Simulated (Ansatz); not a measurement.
**GaClF₂: one species, many methods**

An exercise on one series of results from a longer session: the logs are not shown, and one member is left open.

Computed with Ansatz 0.2.0, Gaussian basis. Level: functionals in def2-TZVPP, the program's frozen cores in correlated methods.

Levels to be run: LDA (SPW92), PBE-D4, revPBE-D4, BLYP-D4, r2SCAN-D4, B97M-V, PBE0-D4, B3LYP-D4, r2SCANh-D4, r2SCAN0-D4, HSE06-D4, BHLYP-D4, CAM-B3LYP-D4, LC-ωPBE, ωB97X-V, ωB97M-V, B2PLYP, PBE-QIDH; CCSD(T)/def2-SVP; CCSD(T)/def2-TZVPP; CCSD(T)/def2-QZVPP; extrapolation to the limit; RPA on PBE.

## Structure used throughout

An earlier PBE0-D4 in a triple-zeta def2 set relaxation fixed the geometry.

SMILES `[F][Ga]([F])[Cl]`, 4 atoms, charge 0, spin multiplicity 1.

Atoms are counted from 1 here; the program's logs count them from 0.

Bond lengths: F1–Ga2 1.729 Å, Ga2–F3 1.729 Å, Ga2–Cl4 2.096 Å. Angles: F1–Ga2–F3 116.7°, F1–Ga2–Cl4 121.7°, F3–Ga2–Cl4 121.7°.

The first run:

File in.yaml:

```yaml
crystal:
  periodic: [false, false, false]
  atoms:
    - {symbol: F, position_ang: [-0.892394, -0.482286, 1.437600]}
    - {symbol: Ga, position_ang: [0.041252, -0.052714, 0.047471]}
    - {symbol: F, position_ang: [1.684004, -0.590535, 0.019361]}
    - {symbol: Cl, position_ang: [-0.777262, 1.065336, -1.524732]}
basis:
  gaussian: {orbitals: def2-TZVPP}
hamiltonian: {xc: lda}
output: {orbitals: {seedname: orbitals}}
```

On the command line:

```console
$ ansatz run in.yaml --threads 2 --pin off --events-out ev --progress --plain --max-ram 22528MiB --backend cpu
```

Steps of the session up to this table: LDA; PBE-D4 (GGA); revPBE-D4 (GGA); BLYP-D4 (GGA); r2SCAN-D4 (meta-GGA); B97M-V (meta-GGA); PBE0-D4 (hybrid); B3LYP-D4 (hybrid); r2SCANh-D4 (hybrid); r2SCAN0-D4 (hybrid); HSE06-D4 (hybrid); BHLYP-D4 (hybrid); CAM-B3LYP-D4 (range-separated); LC-ωPBE (range-separated); ωB97X-V (range-separated); ωB97M-V (range-separated); B2PLYP (double hybrid); PBE-QIDH (double hybrid).

One of the session's tables, all rows but one given; the rest of the session is left out.

It belongs to the step «Orbital energies across the functionals». 

```
  functional  HOMO (eV)  LUMO (eV)  gap (eV)
 LDA (SPW92)      -8.78      -3.50      5.28
      PBE-D4      -8.58      -3.13      5.45
   revPBE-D4      -8.51      -2.97      5.54
     BLYP-D4      -8.42      -3.14      5.29
   r2SCAN-D4      -8.97      -2.82      6.16
      B97M-V          ?          ?         ?
     PBE0-D4     -10.09      -2.14      7.95
    B3LYP-D4      -9.80      -2.53      7.27
  r2SCANh-D4      -9.52      -2.47      7.06
  r2SCAN0-D4     -10.35      -1.95      8.40
    HSE06-D4      -9.68      -2.51      7.16
    BHLYP-D4     -11.43      -1.27     10.17
CAM-B3LYP-D4     -11.51      -1.21     10.29
     LC-ωPBE     -12.95       0.23     13.18
     ωB97X-V     -12.55       0.04     12.59
     ωB97M-V     -12.39      -0.16     12.23
```

**Question.** Estimate the row for B97M-V.

The run gave: HOMO (eV): -9.04; LUMO (eV): -2.97; gap (eV): 6.07. In the column «HOMO (eV)» it lies between r2SCANh-D4 (-9.52) and r2SCAN-D4 (-8.97).
